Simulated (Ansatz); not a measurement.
# SnO2: the cost of one run

Method: DFT PBE, scalar-relativistic, plane waves, PAW, in Ansatz 0.2.0.

6 further runs of the same task are left out: 3 that didn't finish, 3 set aside as unsound or not needed. Runs told in other sessions of the task aren't counted.

**1. The starting structure**

Symmetry: P4_2/mnm, No. 136, tetragonal system. The conventional cell has a = 4.828 Å, b = 4.828 Å, c = 3.238 Å, α = 90.00°, β = 90.00°, γ = 90.00°. Sn (site symmetry mmm) is surrounded by 6 O at 2.09 Å. O (site symmetry m2m) has 3 Sn at 2.09 Å in its first shell of neighbours.

Coordinates:

```xyz
6
Lattice="4.8277 0.0000 0.0000 0.0000 4.8277 0.0000 0.0000 0.0000 3.2380" Properties=species:S:1:pos:R:3 pbc="T T T"
Sn    0.0000    0.0000    0.0000
Sn    2.4139    2.4139    1.6190
O     1.4802    1.4802    0.0000
O     0.9337    3.8941    1.6190
O     3.3475    3.3475    0.0000
O     3.8941    0.9337    1.6190
```

This cell was relaxed beforehand with the same method: volume 12.58 Å³/atom, gap on the mesh 0.68 eV.

**2. Zero of energy**

The reference gives a free energy of -14317.9692 eV, pressure 0.00 GPa, largest force 0.004 eV/Å and gap on the mesh 0.68 eV. It was computed beforehand with the settings of the runs below.

**3. Setting up a two-dimensional strain map**

The cell is strained by p along both x and y and by q along z, with fractional coordinates fixed.

**4. Point p = -0.080, q = -0.080**

Contents of input.yaml:

```yaml
crystal:
  lattice:
    - [4.4414885964, 0.0, 0.0]
    - [0.0, 4.4414885964, 0.0]
    - [0.0, 0.0, 2.9789516654]
  atoms:
    - { symbol: Sn, position: [0.0, 0.0, 0.0] }
    - { symbol: Sn, position: [0.5, 0.5, 0.5] }
    - { symbol: O, position: [0.3066050863, 0.3066050863, 0.0] }
    - { symbol: O, position: [0.1933949137, 0.8066050863, 0.5] }
    - { symbol: O, position: [0.6933949137, 0.6933949137, 0.0] }
    - { symbol: O, position: [0.8066050863, 0.1933949137, 0.5] }
basis:
  ecutwfc: 420
kpoints:
  mp_grid: { grid: [6, 6, 8] }
hamiltonian:
  xc: pbe
scf:
  occupations: { method: gaussian, width: 0.05 }
output:
  forces: true
  stress: true
  eigenvalues: true
```

The run is started by

```sh
> ansatz run input.yaml --threads 2 --pin off --max-ram 5120MiB --backend cpu --events-out ev --progress --plain --runs-dir out
```

What time and memory should one allow on 2 threads of AMD EPYC (Zen 3), shared host?

About 4.5 s, with a peak of 0.39 GiB.
